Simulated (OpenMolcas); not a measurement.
# C2HF3O2 (SMILES O=C(O)C(F)(F)F) at HF/cc-pVDZ

Aim: the vertical ionisation energy of C2HF3O2 at HF/cc-pVDZ, from 2 runs. 

The results are computed with OpenMolcas 26.06.

## Step 1: The molecule

C2HF3O2 has 8 atoms, charge 0, and is taken as a singlet. SMILES: `O=C(O)C(F)(F)F`. The shape is that of a GFN2-xTB optimisation. This is one conformer, not always the lowest.

Bond lengths: O1–C2 1.190 Å, C2–O3 1.317 Å, C2–C4 1.560 Å, C4–F5 1.329 Å, C4–F6 1.337 Å, C4–F7 1.337 Å, O3–H8 0.973 Å. Angles: O1–C2–O3 127.0°, O1–C2–C4 123.5°, O3–C2–C4 109.4°, C2–C4–F5 111.4°, C2–C4–F6 111.1°, C2–C4–F7 111.0°, F5–C4–F6 107.9°, F5–C4–F7 107.8°, F6–C4–F7 107.5°, C2–O3–H8 112.1°.

## Step 2: Energy and forces at HF/cc-pVDZ

File job.input:

```
* C2HF3O2 Hartree-Fock

&gateway
 baslib = $CurrDir
 coord
 8
 bohr
 O      3.25471310    -0.60210454     0.39608660
 C      1.00643034    -0.67449995     0.40561082
 O     -0.43208588    -2.44473869     1.39955007
 C     -0.69543811     1.40100515    -0.81443417
 F      0.68307930     3.26096809    -1.79011866
 F     -2.26152974     2.41032677     0.89077910
 F     -2.11239255     0.43299295    -2.66887910
 H      0.55722354    -3.78396869     2.18138645
 basis = cc-pVDZ
 group = NoSym

&seward

&scf
 prorbitals = 0

&alaska
```

The basis set cc-pVDZ is read from a file made from the Basis Set Exchange's data (not shown).

Run with:

```console
$ export MOLCAS_MEM=1860
$ pymolcas job.input > job.log
```

What it wrote:

```text
--- Start Module: gateway ---
[...]
--- Stop Module: gateway /rc=_RC_ALL_IS_WELL_ ---
[...]
      Basis functions          103
[...]
--- Start Module: scf ---
[...]
       Convergence after  12 Iterations
[...]
::    Total SCF energy                               -524.4070054584
[...]
      Total spin, S                                     0.0000000000
[...]
      Total electronic charge=   56.000000
      Total            charge=   -0.000000
[...]
      Dipole Moment (debye):
      Origin of the operator (angstrom)=   -0.0960    0.3349   -0.1939
                   X= -3.1210E-01               Y= -2.2537E+00               Z=  1.2977E+00           Total=  2.6193E+00
      Quadrupole Moment (debye*angstrom):
[...]
--- Stop Module: scf /rc=_RC_ALL_IS_WELL_ ---
[...]
--- Start Module: alaska ---
[...]
 *              Molecular gradients               *
 **************************************************
  Irreducible representation: a
 ------------------------------------------------------------------------------------------
                              X                       Y                       Z
 ------------------------------------------------------------------------------------------
  O1                3.46784540931182E-02   -1.93949608684907E-04    5.44551712578167E-04
  C2               -1.89576122055737E-02   -5.40278971333641E-03    2.92656505287225E-03
  O3               -9.60144765402049E-03    1.11049885134786E-02   -6.49619521244649E-03
  C4                6.45627250212377E-03   -1.29925916933675E-02    7.60370444347036E-03
  F5                1.04645503636256E-02    2.07848007894498E-02   -1.10812686646362E-02
  F6               -1.58248787594477E-02    1.16587409066504E-02    1.29071360436708E-02
  F7               -1.45794275270674E-02   -5.29572653326493E-03   -1.78252064246252E-02
  H8                7.36408918718112E-03   -1.96634726607821E-02    1.14207130492581E-02
[...]
--- Stop Module: alaska /rc=_RC_ALL_IS_WELL_ ---
[...]
```

Wall time 11 s (1 thread of Arm Neoverse V2, shared host); peak memory 0.58 GiB.

## Step 3: The doublet cation at the same level

File job.inp:

```
* C2HF3O2 Hartree-Fock
>>> EXPORT MOLCAS_PRINT=2
&gateway
baslib
$CurrDir
coord
8
bohr
O      3.25471310    -0.60210454     0.39608660
C      1.00643034    -0.67449995     0.40561082
O     -0.43208588    -2.44473869     1.39955007
C     -0.69543811     1.40100515    -0.81443417
F      0.68307930     3.26096809    -1.79011866
F     -2.26152974     2.41032677     0.89077910
F     -2.11239255     0.43299295    -2.66887910
H      0.55722354    -3.78396869     2.18138645
basis
cc-pVDZ
group
NoSym
&seward
&scf
uhf
charge
1
spin
2
prorbitals
0
&alaska
```

The basis set cc-pVDZ is read from a file made from the Basis Set Exchange's data (not shown).

Run with:

```console
$ export MOLCAS_MEM=1860
$ pymolcas job.inp > job.log
```

What it wrote:

```text
--- Start Module: gateway ---
[...]
--- Stop Module: gateway /rc=_RC_ALL_IS_WELL_ ---
[...]
      Basis functions          103
[...]
--- Start Module: scf ---
[...]
       Convergence after  21 Iterations
[...]
::    Total SCF energy                               -524.0139556520
[...]
      Total spin, S                                     0.5084815363
[...]
      Total electronic charge=   55.000000
      Total            charge=    1.000000
[...]
      Dipole Moment (debye):
      Origin of the operator (angstrom)=   -0.0960    0.3349   -0.1939
                   X=  4.0872E+00               Y= -5.3833E+00               Z=  3.1642E+00           Total=  7.4631E+00
      Center of Charge (angstrom)
[...]
--- Stop Module: scf /rc=_RC_ALL_IS_WELL_ ---
[...]
--- Start Module: alaska ---
[...]
 *              Molecular gradients               *
 **************************************************
  Irreducible representation: a
 ------------------------------------------------------------------------------------------
                              X                       Y                       Z
 ------------------------------------------------------------------------------------------
  O1               -6.87447349109682E-02   -2.88140316249041E-03    6.21411238225456E-04
  C2                1.37194711522316E-01    4.09384996708764E-02   -2.13338243619816E-02
  O3               -6.16121052818013E-02   -3.05665332500613E-02    1.65927919384128E-02
  C4                4.96473071302470E-02   -7.26762708672979E-02    4.27823473924647E-02
  F5                6.88042613817785E-03    3.55503869377181E-02   -1.94291451389699E-02
  F6               -3.81203400460421E-02    3.18445969728103E-02    1.74811056855706E-02
  F7               -3.56524613099740E-02    6.88973012967331E-04   -3.85719765547421E-02
  H8                1.04071967580159E-02   -2.89824931462679E-03    1.85728980107402E-03
[...]
--- Stop Module: alaska /rc=_RC_ALL_IS_WELL_ ---
[...]
```

Wall time 15 s (1 thread of Arm Neoverse V2, shared host); peak memory 0.58 GiB.

## Step 4: Outcome

Level: HF/cc-pVDZ.

| quantity | value |
| --- | --- |
| singlet C2HF3O2: total energy | -524.40701 Eh |
| singlet C2HF3O2: dipole moment | 2.62 D |
| singlet C2HF3O2: HOMO energy | -13.53 eV |
| singlet C2HF3O2: LUMO energy | 3.69 eV |
| singlet C2HF3O2: HOMO–LUMO gap | 17.22 eV |
| singlet C2HF3O2: largest force on an atom | 1.783 eV/Å |
| doublet cation: total energy | -524.01396 Eh |
| doublet cation: HOMO energy (highest over α and β) | -22.90 eV |
| doublet cation: LUMO energy (lowest over α and β) | -8.13 eV |
| doublet cation: ⟨S²⟩ | 0.767 |
| doublet cation: largest force on an atom | 7.444 eV/Å |
| vertical ionisation energy (to the doublet cation) | 10.695 eV |

What this shows: The vertical ionisation energy comes to 10.70 eV (1032 kJ/mol). The largest force (singlet C2HF3O2) is 1.78 eV/Å: the shape isn't a stationary point for this species at this level. The negative HOMO energy of the first species, 13.53 eV, lies 2.83 eV above that difference. Mulliken charges (singlet C2HF3O2) run from -0.31 on O1 to +0.83 on C4; they depend strongly on the basis. Mulliken charges (doublet cation) run from -0.20 on F5 to +0.87 on C4; they depend strongly on the basis.
